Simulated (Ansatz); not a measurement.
# H6SSiSn: how energies converge with the basis set

One table from this session's results is given with a row withheld; the runs are named, their logs left out.

The runs use Ansatz 0.2.0, Gaussian basis; one geometry, several basis sets.

Levels to be run: PBE0-D4/def2-SVP; ωB97M-V/def2-SVP; PBE0-D4/def2-QZVPP; ωB97M-V/def2-QZVPP; the functionals' def2-TZVPP values are taken from earlier runs.

## Structure used throughout

The geometry comes from an earlier relaxation with PBE0-D4 in a triple-zeta def2 set; it is a stationary point, not always the lowest conformer. Sn takes the def2 core potential; no spin-orbit term is included.

SMILES `[SiH3][S][SnH3]`, 9 atoms, charge 0, spin multiplicity 1.

Atoms are counted from 1 here; the program's logs count them from 0.

Bond lengths: Si1–S2 2.128 Å, Si1–H4 1.487 Å, Si1–H5 1.483 Å, Si1–H6 1.487 Å, S2–Sn3 2.408 Å, Sn3–H7 1.700 Å, Sn3–H8 1.705 Å, Sn3–H9 1.705 Å. Angles: S2–Si1–H4 111.4°, S2–Si1–H5 106.8°, S2–Si1–H6 111.4°, H4–Si1–H5 109.6°, H4–Si1–H6 108.0°, H5–Si1–H6 109.6°, Si1–S2–Sn3 98.6°, S2–Sn3–H7 105.1°, S2–Sn3–H8 108.7°, S2–Sn3–H9 108.7°, H7–Sn3–H8 111.9°, H7–Sn3–H9 111.9°, H8–Sn3–H9 110.5°.

Set-up of the first run:

File in.yaml:

```yaml
crystal:
  periodic: [false, false, false]
  atoms:
    - {symbol: Si, position_ang: [-0.811376, 1.123179, -0.997606]}
    - {symbol: S, position_ang: [1.212808, 0.492989, -0.807886]}
    - {symbol: Sn, position_ang: [0.924440, -1.119433, 0.957311]}
    - {symbol: H, position_ang: [-1.700905, -0.012148, -1.360641]}
    - {symbol: H, position_ang: [-0.842923, 2.144867, -2.072568]}
    - {symbol: H, position_ang: [-1.316212, 1.715403, 0.269823]}
    - {symbol: H, position_ang: [2.480652, -1.740659, 1.246753]}
    - {symbol: H, position_ang: [-0.152168, -2.327851, 0.421428]}
    - {symbol: H, position_ang: [0.294084, -0.322647, 2.326385]}
basis:
  gaussian: {orbitals: def2-SVP}
hamiltonian: {xc: pbe0, dispersion: d4}
output: {orbitals: {seedname: orbitals}}
```

Run with:

```bash
$ ansatz run in.yaml --threads 2 --pin off --events-out ev --progress --plain --max-ram 4352MiB
```

Among the steps run: PBE0-D4 in def2-SVP; ωB97M-V in def2-SVP; PBE0-D4 in def2-QZVPP; ωB97M-V in def2-QZVPP.

One table of the session follows, with a row left open; its other results are not shown here.

It belongs to the step «Density functionals: the series». 

| functional | basis | HOMO (eV) |
| --- | --- | --- |
| PBE0-D4 | def2-SVP | -7.24 |
| PBE0-D4 | def2-TZVPP | -7.33 |
| PBE0-D4 | def2-QZVPP | ? |
| ωB97M-V | def2-SVP | -9.33 |
| ωB97M-V | def2-TZVPP | -9.47 |
| ωB97M-V | def2-QZVPP | -9.50 |

Estimate the missing values for PBE0-D4, def2-QZVPP.

**Answer.** HOMO (eV): -7.35. In the column «HOMO (eV)» it lies between ωB97M-V, def2-SVP (-9.33) and PBE0-D4, def2-TZVPP (-7.33).
